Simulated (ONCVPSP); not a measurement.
# Ni: the cost of one run

Program: ONCVPSP 4.0.1.1 (patched build). Reference atom: PBE, scalar-relativistic, spherical and spin-unpolarised. All values are calculated.

### 1 Settings

The settings as typed:

| Property | Result |
| --- | --- |
| element | nickel (Ni, Z = 28) |
| type | optimised norm-conserving Vanderbilt (ONCV) |
| frozen core | [Ne] |
| valence charge | 18 |
| reference configuration | 3s2 3p6 3d8 4s2 |
| partial waves | 3s+4s: rc 1.15 bohr, ncon 4, nbas 7, qcut 8 1/bohr, 2 projectors; 3p: rc 1.20 bohr, ncon 5, nbas 9, qcut 12.1 1/bohr, 1 projector; 3d: rc 0.90 bohr, ncon 5, nbas 9, qcut 15.6 1/bohr, local |
| local potential | the d channel |
| core correction | Teter function, fcfact 4, rcfact 1.25 |

The outer shells as boxes (Hund's rule for the drawing; the calculation is spin-unpolarised):

```
[Ne] core
3s [↑↓]
3p [↑↓][↑↓][↑↓]
3d [↑↓][↑↓][↑↓][↑ ][↑ ]
4s [↑↓]
```

An earlier all-electron run gives the scale for the radii.

All-electron outer shells of the reference configuration (PBE, scalar-relativistic, ld1.x):

```tsv
shell	level (eV)	outermost node (bohr)	outermost maximum (bohr)
2p	-844.68	–	0.16
3s	-111.06	0.30	0.64
3p	-71.39	0.27	0.65
3d	-8.87	–	0.63
4s	-5.64	0.92	2.24
4p	-1.22	1.00	3.17
```

### 2 Generation

Input file Ni.dat:

```
# ATOM AND REFERENCE CONFIGURATION
# atsym  z   nc   nv     iexc    psfile
  Ni 28.00    3    4        4      upf
#
#   n    l    f
    1    0    2.00
    2    0    2.00
    2    1    6.00
    3    0    2.00
    3    1    6.00
    3    2    8.00
    4    0    2.00
#
# PSEUDOPOTENTIAL AND OPTIMIZATION
# lmax
    2
#
#   l,   rc,      ep,       ncon, nbas, qcut
    0    1.15    0.00    4    7    8.00
    1    1.20    0.00    5    9   12.10
    2    0.90    0.00    5    9   15.60
#
# LOCAL POTENTIAL
# lloc, lpopt,  rc(5),   dvloc0
    2    5    0.90    0.00
#
# VANDERBILT-KLEINMAN-BYLANDER PROJECTORs
# l, nproj, debl
    0    2    2.10
    1    1    3.20
    2    0    2.90
#
# MODEL CORE CHARGE
# icmod, fcfact, rcfact
    3    4.00    1.25
#
# LOG DERIVATIVE ANALYSIS
# epsh1, epsh2, depsh
   -6.00    5.00    0.04
#
# OUTPUT GRID
# rlmax, drl
    6.00    0.01
#
# TEST CONFIGURATIONS
# ncnf
    4
# nvcnf
#   n    l    f
    4
    3    0    2.00
    3    1    6.00
    3    2    8.00
    4    0    1.00
#
    4
    3    0    2.00
    3    1    6.00
    3    2    8.00
    4    0    0.00
#
    4
    3    0    2.00
    3    1    6.00
    3    2    7.00
    4    0    0.00
#
    4
    3    0    2.00
    3    1    5.00
    3    2    8.00
    4    0    2.00
#
```

The run is started by

```
$ oncvpsp.x < Ni.dat > Ni.out
```

**Question.** How long does this run take on 1 thread of Intel Xeon Platinum 8259CL at 2.50GHz, shared host?

About 4 s.
